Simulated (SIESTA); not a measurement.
# Cd2S under changes of volume

One of the cells (26.333 Å³/atom); the others are scaled copies at fixed shape and fractional positions:

```xyz
3
Lattice="3.9627 0.0000 0.0000 -1.9813 3.4318 0.0000 0.0000 0.0000 5.8092" Properties=species:S:1:pos:R:3 pbc="T T T"
Cd    0.0000    2.2878    5.4183
Cd    1.9813    1.1439    3.3620
S     0.0000    2.2878    2.1245
```

The cell comes from a database or a generator and needn't be the stable form of this composition.

* Program: SIESTA 5.4.2
* Functional: PBEsol
* Potentials or basis: PseudoDojo 0.4 standard (PBEsol files)
* Basis: DZP (energy shift 0.003 Ry; two zetas on semicore shells)
* Grid cutoff: 800 Ry
* Energy shift: 0.003 Ry
* k mesh: 8 × 8 × 5
* Occupations: fermi-dirac, width 0.05 eV
* Spin: no spin polarisation

| volume (Å³/atom) | energy over the lowest point (meV/atom) | pressure (GPa) | gap on the mesh (eV) | largest force (eV/Å) |
| --- | --- | --- | --- | --- |
| 24.753 | 0.00 | -0.7 | 0.22 | 0.110 |
| 25.280 | 3.95 | -1.7 | 0.22 | 0.059 |
| 25.806 | 11.25 | -2.7 | 0.23 | 0.086 |
| 26.333 | 21.39 | -3.5 | 0.24 | 0.158 |
| 26.860 | ? | ? | ? | ? |
| 27.386 | 48.92 | -4.8 | 0.26 | 0.304 |
| 27.913 | 65.76 | -5.4 | 0.28 | 0.372 |

Problem. What does the run at 26.860 Å³/atom give?

Solution. Energy over the lowest point 34.02 meV/atom; pressure -4.2 GPa; gap on the mesh 0.25 eV; largest force 0.237 eV/Å.

Worked out: A Birch-Murnaghan fit of order 3 (a polynomial in V^(-2/3)) to the other rows has its minimum at 24.46 Å³/atom, just outside them, with B0 = V·E''(V) = 57 GPa and B' = 5.1 at fixed shape and positions, which overstates the stiffness. It gives 34.07 meV/atom at 26.860 Å³/atom, against the run's 34.02, and -dE/dV = -4.2 GPa, against -4.2. A straight line through the other rows of the gap, of slope 0.505 eV per unit of ln V, gives 0.25 eV, against the run's 0.25.

Energies are extrapolated to zero smearing.

Caveats: an odd mesh through Γ misses points on the zone boundary, where band edges often lie; the basis of atomic orbitals isn't converged, which shifts pressures, moduli and gaps. Spin-orbit coupling on Cd is left out.
